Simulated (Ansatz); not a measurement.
**C2H3FO (acetyl fluoride) at wB97M-V/aug-cc-pVDZ**

Aim: the electronic atomisation energy of C2H3FO (acetyl fluoride) at wB97M-V/aug-cc-pVDZ, from 5 runs. 

The results are computed with Ansatz 0.2.0.

50 further runs of the same task are left out: 50 set aside as unsound or not needed.

**1. The system as given**

The species is C2H3FO (7 atoms), meant as a singlet with charge 0. As SMILES, `CC(=O)F`. The coordinates come from a PBE0-D4/def2-TZVP relaxation.

Bond lengths: C1–C2 1.488 Å, C2–O3 1.179 Å, C2–F4 1.351 Å, C1–H5 1.087 Å, C1–H6 1.092 Å, C1–H7 1.092 Å. Angles: C1–C2–O3 129.2°, C1–C2–F4 110.5°, O3–C2–F4 120.2°, C2–C1–H5 109.9°, C2–C1–H6 109.4°, C2–C1–H7 109.4°, H5–C1–H6 110.4°, H5–C1–H7 110.4°, H6–C1–H7 107.3°.

**2. A single-point energy at wB97M-V/aug-cc-pVDZ**

The input, in.yaml:

```yaml
crystal:
  periodic: [false, false, false]
  atoms:
    - symbol: C
      position_ang: [0.485310, 0.015050, 0.443640]
    - symbol: C
      position_ang: [-0.694890, -0.034350, -0.460580]
    - symbol: O
      position_ang: [-1.835410, -0.165690, -0.191770]
    - symbol: F
      position_ang: [-0.310690, 0.097630, -1.749400]
    - symbol: H
      position_ang: [0.165320, -0.091900, 1.476660]
    - symbol: H
      position_ang: [1.180650, -0.783140, 0.176830]
    - symbol: H
      position_ang: [1.009710, 0.962410, 0.304610]
basis:
  gaussian: {orbitals: aug-cc-pVDZ}
hamiltonian: {xc: {name: wB97M-V}}
accuracy: high
output: {orbitals: {seedname: orbitals}}
```

The run is started by

```
$ ansatz run in.yaml --threads 1 --pin off --max-ram 3480MiB --events-out events.jsonl --progress --plain --runs-dir runs
```

The log of the run:

```text
Warning: RAYON_NUM_THREADS=1 ignored (pool sized by the plan → 1); use --threads N
Functional definition: wB97M-V
  name "wB97M-V"
  parameter omega = 0.3/bohr
  parameter cx = 0.15
  parameter cx01 = 1.007
  parameter cx10 = 0.259
  parameter css00 = 0.443
  parameter css04 = -1.437
  parameter css10 = -4.535
  parameter css20 = -3.390
  parameter css43 = 4.278
  parameter cos00 = 1.000
  parameter cos10 = 1.358
  parameter cos20 = 2.924
  parameter cos21 = -8.812
  parameter cos60 = -1.390
  parameter cos61 = 9.142
  parameter b = 6.0
  parameter c = 0.01
  gx(w, u) = 1 - cx + cx01*u + cx10*w
  gss(w, u) = css00 + css04*u^4 + css10*w + css20*w^2 + css43*w^4*u^3
  gos(w, u) = cos00 + cos10*w + (cos20 + cos21*u)*w^2 + (cos60 + cos61*u)*w^6
  exchange = spin_sum(e_x_unif_sr(omega)*gx(b97_w, b97_u_x)) + cx*exact_x_sr(omega) + exact_x_lr(omega)
  correlation = spin_sum(e_c_pw_mod_same_spin*gss(b97_w, b97_u_same))
      + integral(e_c_pw_mod_opposite_spin*gos(b97_w_opposite, b97_u_opposite)) + vv10(b, c)
2380 factors; integrals over basis functions are off by at most 3.1e-9 eV
459 factors; integrals over basis functions are off by at most 2.0e-9 eV
mean field evaluation 1: about -6881.1964 eV, gradient 5.0e1 eV
mean field evaluation 2: about -6880.9056 eV, gradient 5.5e1 eV
mean field evaluation 4: about -6885.8532 eV, gradient 2.0e0 eV
mean field evaluation 8: about -6885.8640 eV, gradient 2.0e-1 eV
mean field evaluation 16: about -6885.8642 eV, gradient 2.1e-5 eV
mean field -6885.86415717 eV, -253.0508403695 hartree, gradient 3.4e-8 eV, S^2 0.000000; 0 other end points of the search recorded, 0 dependent functions left out
reference -6885.86416613 eV, -253.0508406989 hartree; 16, 16 occupied and 103, 103 virtual orbitals, 2380 factors
Total energy: -6885.86416613 eV, -253.0508406989 hartree
```

Run time: 69 s. Hardware: 1 thread of Arm Neoverse V1, shared host; peak memory 0.66 GiB.

**3. The C atom at the same level**

The input, run.yaml:

```yaml
crystal:
  periodic: [false, false, false]
  atoms:
    - {symbol: C, position_ang: [0.000000, 0.000000, 0.000000]}
basis:
  gaussian: {orbitals: aug-cc-pVDZ}
hamiltonian: {xc: {name: wB97M-V}}
accuracy: high
magnetization: {spin_polarized: true, initial_magnetization: 2}
```

Run the same way, it converges to -37.84123 Eh (log not shown).

**4. The F atom at the same level**

The input, in.yaml:

```yaml
crystal:
  periodic: [false, false, false]
  atoms:
    - {symbol: F, position_ang: [0.000000, 0.000000, 0.000000]}
basis:
  gaussian:
    orbitals: aug-cc-pVDZ
total_charge: 0
magnetization:
  spin_polarized: true
  initial_magnetization: 1
hamiltonian:
  xc: {name: wB97M-V}
accuracy: high
```

Run the same way, it converges to -99.71550 Eh (log not shown).

**5. The H atom**

The input, run.yaml:

```yaml
crystal:
  periodic: [false, false, false]
  atoms:
    - symbol: H
      position_ang: [0.000000, 0.000000, 0.000000]
basis:
  gaussian:
    orbitals: aug-cc-pVDZ
magnetization:
  spin_polarized: true
  initial_magnetization: 1
hamiltonian:
  xc: {name: wB97M-V}
accuracy: high
```

Run the same way, it converges to -0.49284 Eh (log not shown).

**6. The O atom, same level**

The input, in.yaml:

```yaml
basis:
  gaussian: {orbitals: aug-cc-pVDZ}
crystal:
  periodic: [false, false, false]
  atoms:
    - {symbol: O, position_ang: [0.000000, 0.000000, 0.000000]}
magnetization: {spin_polarized: true, initial_magnetization: 2}
hamiltonian: {xc: {name: wB97M-V}}
accuracy: high
```

The run is started by

```
$ ansatz run in.yaml --threads 1 --pin off --max-ram 3480MiB --events-out events.jsonl --progress --plain --runs-dir runs
```

The log of the run, cut to the lines that bear on the results:

```text
Warning: RAYON_NUM_THREADS=1 ignored (pool sized by the plan → 1); use --threads N
[... 2 set-up lines as earlier in the session ...]
[...]
  gx(w, u) = 1 - cx + cx01*u + cx10*w
  gss(w, u) = css00 + css04*u^4 + css10*w + css20*w^2 + css43*w^4*u^3
  gos(w, u) = cos00 + cos10*w + (cos20 + cos21*u)*w^2 + (cos60 + cos61*u)*w^6
[...]
      + integral(e_c_pw_mod_opposite_spin*gos(b97_w_opposite, b97_u_opposite)) + vv10(b, c)
200 factors; integrals over basis functions are off by at most 2.1e-9 eV
80 factors; integrals over basis functions are off by at most 8.3e-10 eV
[...]
mean field -2042.44846295 eV, -75.0585965922 hartree, gradient 5.5e-8 eV, S^2 2.004427; 0 other end points of the search recorded, 0 dependent functions left out
reference -2042.44846574 eV, -75.0585966947 hartree; 5, 3 occupied and 18, 20 virtual orbitals, 200 factors
Total energy: -2042.44846574 eV, -75.0585966947 hartree
```

Wall time 2.6 s (1 thread of Arm Neoverse V1, shared host); peak memory 0.16 GiB.

**7. Summary of results**

Level: wB97M-V/aug-cc-pVDZ.

```
                     quantity          value
       molecule: total energy  -253.05084 Eh
        molecule: HOMO energy      -11.49 eV
        molecule: LUMO energy        0.30 eV
      molecule: HOMO–LUMO gap       11.79 eV
         C atom: total energy   -37.84123 Eh
                 C atom: ⟨S²⟩          2.002
         F atom: total energy   -99.71550 Eh
                 F atom: ⟨S²⟩          0.752
         H atom: total energy    -0.49284 Eh
                 H atom: ⟨S²⟩          0.750
         O atom: total energy   -75.05860 Eh
                 O atom: ⟨S²⟩          2.004
electronic atomisation energy      30.361 eV
```

In words: Taking the molecule apart into free atoms costs 30.36 eV (2929 kJ/mol), before zero-point energy and without spin-orbit coupling.
